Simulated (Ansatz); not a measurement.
# W (bcc type): the cost of one run

Program: Ansatz 0.2.0. Level of theory: DFT, PBE, PAW with Ansatz's default frozen-core files, scalar-relativistic. These are calculated values, not measurements.

### Step 1. Starting point

The structure is cubic, space group Im-3m (No. 229). Conventional cell: a = 3.184 Å, b = 3.184 Å, c = 3.184 Å, α = 90.00°, β = 90.00°, γ = 90.00°. W (site symmetry m-3m) is surrounded by 8 W at 2.76 Å.

As a file:

```cif
data_structure
_symmetry_space_group_name_H-M 'Im-3m'
_symmetry_Int_Tables_number 229
_cell_length_a 3.1844
_cell_length_b 3.1844
_cell_length_c 3.1844
_cell_angle_alpha 90.000
_cell_angle_beta 90.000
_cell_angle_gamma 90.000
_cell_volume 32.29
loop_
_atom_site_label
_atom_site_type_symbol
_atom_site_symmetry_multiplicity
_atom_site_Wyckoff_symbol
_atom_site_fract_x
_atom_site_fract_y
_atom_site_fract_z
_atom_site_occupancy
W1 W 2 a 0.00000 0.00000 0.00000 1
```

The file gives the conventional cell by its symmetry; the runs use the cell typed in the input.

### Step 2. Bulk cell relaxed, PAW

The input, input.yaml:

```yaml
crystal:
  lattice:
    - [-1.5921819128, 1.5921819128, 1.5921819128]
    - [1.5921819128, -1.5921819128, 1.5921819128]
    - [1.5921819128, 1.5921819128, -1.5921819128]
  atoms:
    - { symbol: W, position: [0.0, 0.0, 0.0] }
kpoints:
  mp_grid: { grid: [19, 19, 19] }
scf:
  occupations: { method: fermi_dirac, width: 0.08 }
hamiltonian:
  xc: pbe
  pseudopotentials: { kind: paw }
output:
  forces: true
  stress: true
relax:
  f_tol: 0.005
  max_steps: 40
  cell: {}
```

Run with:

```
> ansatz run input.yaml --threads 2 --pin off --max-ram 4096MiB --backend cpu --events-out ev --progress --plain --runs-dir out
```

Q: Estimate wall time and peak memory on 2 threads of Intel Xeon Platinum 8488C (Sapphire Rapids), shared host.

About 2.7 s, with a peak of 0.37 GiB.
